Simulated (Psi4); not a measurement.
**singlet BSiH3ClO+: levels of theory compared**

Aim: a comparison of 6 runs (B3LYP/cc-pVDZ, CAM-B3LYP/cc-pVDZ, M06-2X/cc-pVDZ, M06-L/cc-pVDZ, PBE0/cc-pVDZ, revPBE/cc-pVDZ) of singlet BSiH3ClO+. 

Program for the calculation: Psi4 1.11.

1 further run of the same task is left out (set aside as unsound or not needed).

## Step 1: Starting point

The species is BSiH3ClO+ (7 atoms), meant as a singlet with charge +1. SMILES of the parent species: `[SiH3]O[B]Cl`. The shape is that of a PBE0-D4/def2-TZVP optimisation. This is one conformer, not always the lowest. That shape belongs to the parent species and isn't relaxed for this state.

Bond lengths: Si1–O2 1.667 Å, O2–B3 1.324 Å, B3–Cl4 1.747 Å, Si1–H5 1.480 Å, Si1–H6 1.482 Å, Si1–H7 1.480 Å. Angles: Si1–O2–B3 133.9°, O2–B3–Cl4 123.5°, O2–Si1–H5 107.1°, O2–Si1–H6 109.9°, O2–Si1–H7 107.2°, H5–Si1–H6 110.9°, H5–Si1–H7 110.6°, H6–Si1–H7 110.9°.

## Step 2: A single-point energy at B3LYP/cc-pVDZ (run 1)

File calc.inp:

```
memory 2200 mb

molecule mol {
  1 1
  Si
  O 1 1.667081
  B 2 1.324393 1 133.86115
  Cl 3 1.747065 2 123.47715 1 -179.8049
  H 1 1.479746 2 107.12332 3 -121.62942
  H 1 1.481626 5 110.93089 2 -119.91879
  H 1 1.479782 5 110.62371 6 -123.52434
  units angstrom
  symmetry c1
  no_reorient
  no_com
}

set basis cc-pVDZ
set reference rks
set puream true
set e_convergence 1e-09
set d_convergence 1e-08
set scf_type pk
set dft_radial_points 99
set dft_spherical_points 590

energy_value, wavefunction = energy('b3lyp', return_wfn=True)
oeprop(wavefunction, 'MULLIKEN_CHARGES', 'WIBERG_LOWDIN_INDICES', 'QUADRUPOLE', title='B3LYP')
```

Started as:

```console
$ psi4 -n 1 calc.inp calc.out
```

calc.out:

```text
[...]
  Running in c1 symmetry.
[...]
  Nuclear repulsion =  174.532044236239756
[...]
  Multiplicity = 1
[...]
  Nalpha       = 23
  Nbeta        = 23
[...]
    Number of basis functions: 79
[...]
   @RKS iter   1:  -851.19889704433319    2.71049e-02   7.61846e-03 DIIS/ADIIS
[...]
   @RKS iter  12:  -851.35233747656832    0.00000e+00   1.51121e-09 DIIS
[...]
  @RKS Final Energy:  -851.35233747656832
   => Energetics <=
    Nuclear Repulsion Energy =            174.5320442362397557
    One-Electron Energy =               -1510.9113517515258991
    Two-Electron Energy =                 535.5503276582873013
    DFT Exchange-Correlation Energy =     -50.5233576195694667
    Empirical Dispersion Energy =           0.0000000000000000
    VV10 Nonlocal Energy =                  0.0000000000000000
    Total Energy =                       -851.3523374765683229
[...]
 Multipole Moments:
 ------------------------------------------------------------------------------------
     Multipole            Electronic (a.u.)      Nuclear  (a.u.)        Total (a.u.)
 ------------------------------------------------------------------------------------
 L = 1.  Multiply by 2.5417464519 to convert [e a0] to [Debye]
 Dipole X            :         -0.0045712            0.0066740            0.0021028
 Dipole Y            :         -2.6254898            1.8827956           -0.7426942
 Dipole Z            :          9.5679049           -9.8182696           -0.2503647
 Magnitude           :                                                    0.7837612
 L = 2.  Multiply by 1.3450342976 to convert [e a0^2] to [Debye ang]
 Quadrupole XX       :        -36.0878333           10.5747820          -25.5130513
 Quadrupole XY       :         -0.0978752            0.0931979           -0.0046773
[...]
```

Wall time 20 s (1 thread of AMD EPYC 7R43 (Zen 3), shared host); peak memory 1.1 GiB.

## Step 3: A single-point energy at CAM-B3LYP/cc-pVDZ (run 2)

File bclh3osi.json:

```json
{
 "schema_name": "qcschema_input",
 "schema_version": 1,
 "molecule": {
  "schema_name": "qcschema_molecule",
  "schema_version": 2,
  "symbols": ["Si", "O", "B", "Cl", "H", "H", "H"],
  "geometry": [-1.08281307, 1.46529364, 0.70826935, 0.0848487, -1.22529842, -0.44144002, 2.37387396, -1.96928359, -1.12741061, 3.03301043, -4.98282985, -2.30376512, -2.27012799, 0.86322689, 3.16736996, 0.97434279, 3.33839017, 1.02271978, -2.99767255, 2.38181081, -1.11191485],
  "molecular_charge": 1,
  "molecular_multiplicity": 1,
  "fix_symmetry": "c1"
 },
 "driver": "energy",
 "model": {
  "method": "cam-b3lyp",
  "basis": "cc-pVDZ"
 },
 "keywords": {
  "reference": "rks",
  "puream": true,
  "e_convergence": 1e-09,
  "d_convergence": 1e-08,
  "scf_type": "pk",
  "dft_radial_points": 99,
  "dft_spherical_points": 590,
  "scf_properties": ["DIPOLE", "QUADRUPOLE", "LOWDIN_CHARGES"]
 }
}
```

Started as:

```console
$ psi4 --qcschema bclh3osi.json -n 1 --memory 2200MB
```

stdout:

```text
[...]
  Running in c1 symmetry.
[...]
  Nuclear repulsion =  174.532066936539962
[...]
  Multiplicity = 1
[...]
  Nalpha       = 23
  Nbeta        = 23
[...]
    Number of basis functions: 79
[...]
   @RKS iter   1:  -851.14869037229028   -1.28432e-01   7.00115e-03 ADIIS/DIIS
[...]
   @RKS iter  12:  -851.28493065193686   -1.28466e-11   6.86978e-09 DIIS
[...]
  @RKS Final Energy:  -851.28493065193686
   => Energetics <=
    Nuclear Repulsion Energy =            174.5320669365399624
    One-Electron Energy =               -1510.8510492959928797
    Two-Electron Energy =                 532.4156136167365503
    DFT Exchange-Correlation Energy =     -47.3815619092203733
    Empirical Dispersion Energy =           0.0000000000000000
    VV10 Nonlocal Energy =                  0.0000000000000000
    Total Energy =                       -851.2849306519368611
[...]
 Multipole Moments:
 ------------------------------------------------------------------------------------
     Multipole            Electronic (a.u.)      Nuclear  (a.u.)        Total (a.u.)
 ------------------------------------------------------------------------------------
 L = 1.  Multiply by 2.5417464519 to convert [e a0] to [Debye]
 Dipole X            :          5.9685423           -5.3556156            0.6129267
 Dipole Y            :         -7.0617325            7.6142246            0.5524921
 Dipole Z            :         -3.5658817            3.6447657            0.0788840
 Magnitude           :                                                    0.8289447
 L = 2.  Multiply by 1.3450342976 to convert [e a0^2] to [Debye ang]
 Quadrupole XX       :       -195.6355394          174.3036398          -21.3318997
 Quadrupole XY       :        232.7633168         -236.6467358           -3.8834190
[...]
```

The result, in JSON:

```text
{
 "driver": "energy",
 "model": {
  "method": "cam-b3lyp",
  "basis": "cc-pVDZ"
 },
 "success": true,
 "return_result": -851.2849306519369,
 "properties": {
  "calcinfo_nbasis": 79,
  "calcinfo_nmo": 79,
  "calcinfo_nalpha": 23,
  "calcinfo_nbeta": 23,
  "calcinfo_natom": 7,
  "nuclear_repulsion_energy": 174.53206693653996,
  "return_energy": -851.2849306519369,
  "scf_one_electron_energy": -1510.8510492959929,
  "scf_two_electron_energy": 532.4156136167366,
  "scf_xc_energy": -47.38156190922037,
  "scf_dipole_moment": [0.6129266993355795, 0.5524920595927343, 0.07888399759894682],
  "scf_total_energy": -851.2849306519369,
  "scf_iterations": 12
 }
}
```

Run time: 29 s. Hardware: 1 thread of AMD EPYC 7R43 (Zen 3), shared host; peak memory 1.2 GiB.

Runs 3 to 5 aren't shown in full; the table further down has their settings and results.

## Step 4: Energy and gradient at revPBE/cc-pVDZ (run 6)

File run.py:

```python
import numpy as np
from ase.calculators.psi4 import Psi4
from ase import Atoms

mol = Atoms(['Si', 'O', 'B', 'Cl', 'H', 'H', 'H'], positions=[
    [-0.573000, 0.775400, 0.374800],
    [0.044900, -0.648400, -0.233600],
    [1.256200, -1.042100, -0.596600],
    [1.605000, -2.636800, -1.219100],
    [-1.201300, 0.456800, 1.676100],
    [0.515600, 1.766600, 0.541200],
    [-1.586300, 1.260400, -0.588400],
])
calc = Psi4(atoms=mol, method='revpbe', basis='cc-pVDZ', memory='2200MB', num_threads=1, charge=1, multiplicity=1, label='calc')
calc.psi4.set_options({'puream': True, 'e_convergence': 1e-09, 'd_convergence': 1e-08, 'scf_type': 'pk', 'dft_radial_points': 99, 'dft_spherical_points': 590})
mol.calc = calc

forces = mol.get_forces()
print(f'energy: {mol.get_potential_energy():.6f} eV')
print('forces / eV A^-1')
print(np.round(forces, 5))
```

Started as:

```console
$ python run.py
```

calc.dat:

```text
[...]
  Running in c1 symmetry.
[...]
  Nuclear repulsion =  174.532067006571907
[...]
  Multiplicity = 1
[...]
  Nalpha       = 23
  Nbeta        = 23
[...]
    Number of basis functions: 79
[...]
   @RKS iter   1:  -850.96784479042526    1.28390e-01   8.00298e-03 DIIS/ADIIS
[...]
   @RKS iter  12:  -851.13984854353043   -1.26192e-11   5.67874e-09 DIIS
[...]
  @RKS Final Energy:  -851.13984854353043
   => Energetics <=
    Nuclear Repulsion Energy =            174.5320670065719071
    One-Electron Energy =               -1510.9083376430244243
    Two-Electron Energy =                 547.6880113479327292
    DFT Exchange-Correlation Energy =     -62.4515892550105889
    Empirical Dispersion Energy =           0.0000000000000000
    VV10 Nonlocal Energy =                  0.0000000000000000
    Total Energy =                       -851.1398485435304337
[...]
  -Total Gradient:
     Atom            X                  Y                   Z
    ------   -----------------  -----------------  -----------------
       1        0.043775587290    -0.074373929938    -0.033991107056
       2       -0.086792347089     0.033429980107     0.027716353369
       3        0.069775271135     0.071540772501     0.012022896719
       4       -0.021380573603    -0.038257342634    -0.009419009540
       5        0.000553209080     0.006151852513    -0.005104748874
       6       -0.008608917748    -0.000249310578     0.001379955131
       7        0.002666142600     0.001760061917     0.007399363420
[...]
```

On the terminal:

```text
energy: -23160.694979 eV
forces / eV A^-1
[[-2.25103  3.82446  1.74789]
 [ 4.46304 -1.71904 -1.42523]
 [-3.58799 -3.67877 -0.61824]
 [ 1.09943  1.96727  0.48434]
 [-0.02845 -0.31634  0.2625 ]
 [ 0.44269  0.01282 -0.07096]
 [-0.1371  -0.09051 -0.38049]]
```

Wall time 34 s (1 thread of AMD EPYC 7R43 (Zen 3), shared host); peak memory 1.2 GiB.

## Step 5: The series

```
run              level      task  energy (Eh)  HOMO energy (eV)  LUMO energy (eV)  HOMO–LUMO gap (eV)  wall time
  1      B3LYP/cc-pVDZ    energy  -851.352337            -14.20            -10.70                3.50       20 s
  2  CAM-B3LYP/cc-pVDZ    energy  -851.284931            -15.81             -9.32                6.48       29 s
  3     M06-2X/cc-pVDZ    energy  -851.233230            -15.63             -9.48                6.15       36 s
  4      M06-L/cc-pVDZ    energy  -851.305153            -13.39            -11.03                2.36       36 s
  5       PBE0/cc-pVDZ  gradient  -850.919948            -14.42            -10.47                3.96       36 s
  6     revPBE/cc-pVDZ  gradient  -851.139849            -13.09            -11.24                1.85       34 s
```

## Step 6: Outcome

```
                       quantity          value
            run 6: total energy  -851.13985 Eh
             run 6: HOMO energy      -13.09 eV
             run 6: LUMO energy      -11.24 eV
           run 6: HOMO–LUMO gap        1.85 eV
run 6: largest force on an atom     5.176 eV/Å
```

What this shows: The HOMO–LUMO gap runs from 1.85 eV (revPBE/cc-pVDZ) to 6.48 eV (CAM-B3LYP/cc-pVDZ). Totals of different functionals can't be ranked against each other. All runs together took 3.2 min, the longest 36 s.
